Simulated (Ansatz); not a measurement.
**ClF₂SSi radical: basis-set convergence**

The task here is to estimate one member of a computed series from the others.

Computed with Ansatz 0.2.0, Gaussian basis. Level: one geometry, several basis sets.

Levels to be run: PBE0-D4/def2-SVP; ωB97M-V/def2-SVP; PBE0-D4/def2-QZVPP; ωB97M-V/def2-QZVPP; the functionals' def2-TZVPP values are taken from earlier runs.

## The geometry

All runs share one geometry, relaxed beforehand with PBE0-D4 in a triple-zeta def2 set.

5 atoms, charge 0, spin multiplicity 2.

Atoms are counted from 1 here; the program's logs count them from 0.

Bond lengths: F1–Si2 1.576 Å, Si2–F3 1.576 Å, Si2–S4 2.090 Å, Si2–Cl5 2.018 Å. Angles: F1–Si2–F3 105.5°, F1–Si2–S4 112.7°, F1–Si2–Cl5 109.7°, F3–Si2–S4 112.7°, F3–Si2–Cl5 109.7°, S4–Si2–Cl5 106.4°.

The first run:

in.yaml reads:

```yaml
crystal:
  periodic: [false, false, false]
  atoms:
    - {symbol: F, position_ang: [0.138916, -0.249718, 1.614786]}
    - {symbol: Si, position_ang: [0.063925, -0.093862, 0.048637]}
    - {symbol: F, position_ang: [1.086455, -1.144858, -0.528054]}
    - {symbol: S, position_ang: [-1.870534, -0.354872, -0.697755]}
    - {symbol: Cl, position_ang: [0.631139, 1.769711, -0.479012]}
basis:
  gaussian: {orbitals: def2-SVP}
magnetization: {spin_polarized: true, initial_magnetization: 1}
hamiltonian: {xc: pbe0, dispersion: d4}
output: {orbitals: {seedname: orbitals}}
```

Command:

```console
$ ansatz run in.yaml --threads 4 --pin off --events-out ev --progress --plain --max-ram 10444MiB
```

Among the steps run: PBE0-D4 in def2-SVP; ωB97M-V in def2-SVP; PBE0-D4 in def2-QZVPP; ωB97M-V in def2-QZVPP.

One of the session's tables, all rows but one given; the rest of the session is left out.

It belongs to the step «Density functionals: the series». 

```
functional       basis  HOMO (eV)  LUMO (eV)
   PBE0-D4    def2-SVP      -8.23      -5.41
   PBE0-D4  def2-TZVPP      -8.35      -5.42
   PBE0-D4  def2-QZVPP      -8.38      -5.44
   ωB97M-V    def2-SVP     -10.42      -3.29
   ωB97M-V  def2-TZVPP     -10.55      -3.40
   ωB97M-V  def2-QZVPP          ?          ?
```

**Question.** Estimate the row for ωB97M-V, def2-QZVPP.

As computed: HOMO (eV): -10.60; LUMO (eV): -3.44. In the column «HOMO (eV)» it is the lowest.
